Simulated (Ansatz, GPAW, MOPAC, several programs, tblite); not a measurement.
# Many methods on one cell: FeFI (Janus 2H monolayer)

A free-standing Janus 2H monolayer of FeFI, relaxed with r2SCAN in Ansatz, was computed with several methods. In-plane lattice: a = 3.506 Å, b = 3.506 Å, γ = 120.0°; thickness between the outer nuclei 2.62 Å. Fe has 3 F at 2.36 Å and 3 I at 2.46 Å; F has 3 Fe at 2.36 Å; I has 3 Fe at 2.46 Å. These are computed values for a spin-unpolarised cell that may be hypothetical; none is a measurement.

```
CELL_PARAMETERS angstrom
3.50567 0.00000 0.00000
-1.75283 3.03600 0.00000
0.00000 0.00000 29.54743
ATOMIC_POSITIONS crystal
Fe 0.33333 0.66667 0.30659
F 0.66667 0.33333 0.34790
I 0.66667 0.33333 0.25930
```
The sheet repeats along a and b alone.

Gaps and times are for a single point on this cell. Times are rough, from shared hosts (Arm Neoverse V1), and each method has its own mesh and cell size. PM6 (MOPAC), PM7 (MOPAC), GFN1-xTB (tblite), GFN2-xTB (tblite) treat a cluster of cells at its zone centre, which samples few k points: where these miss a band edge, the gap comes out too large for that reason alone. Gaps from k meshes are read at a limited set of points (mesh, symmetry points, PBE's band edges), so each method's own least gap may be somewhat smaller. xTB and the PM methods were fitted mostly to molecules, and can miss a solid's gap by electronvolts. Minimal bases can be far off for gaps. The open d shell was run without spin, which may not be the ground state of these methods, hybrids least of all. GLLB-SC's gap includes the derivative discontinuity. d marks a direct gap, i an indirect one (no mark: not told apart), a dash a value that wasn't computed or didn't pass its checks.

```json
{"method": "GFN1-xTB (tblite)", "kind": "tight binding", "gap (eV)": "0.36", "atoms computed": "27", "processor time": "1 s"}
{"method": "GFN2-xTB (tblite)", "kind": "tight binding", "gap (eV)": "0.27", "atoms computed": "27", "processor time": "1.2 s"}
{"method": "light PBE (260 eV and a coarse mesh)", "kind": "light plane-wave", "gap (eV)": "0.30 i", "atoms computed": "3", "processor time": "5.6 s"}
{"method": "PM7 (MOPAC)", "kind": "semi-empirical", "gap (eV)": "8.16", "atoms computed": "27", "processor time": "5.7 s"}
{"method": "PBE/single zeta (GPAW)", "kind": "small basis", "gap (eV)": "0.31 i", "atoms computed": "3", "processor time": "6.7 s"}
{"method": "PBE", "kind": "semilocal", "gap (eV)": "0.36 i", "atoms computed": "3", "processor time": "23 s"}
{"method": "r2SCAN", "kind": "semilocal", "gap (eV)": "0.86 i", "atoms computed": "3", "processor time": "52 s"}
{"method": "GLLB-SC (GPAW)", "kind": "model potential", "gap (eV)": "1.55", "atoms computed": "3", "processor time": "110 s"}
{"method": "PM6 (MOPAC)", "kind": "semi-empirical", "gap (eV)": "6.11", "atoms computed": "27", "processor time": "3 min"}
```

No spin-orbit coupling is included; it can move band edges with weight on the heavy atoms by tenths of an eV.
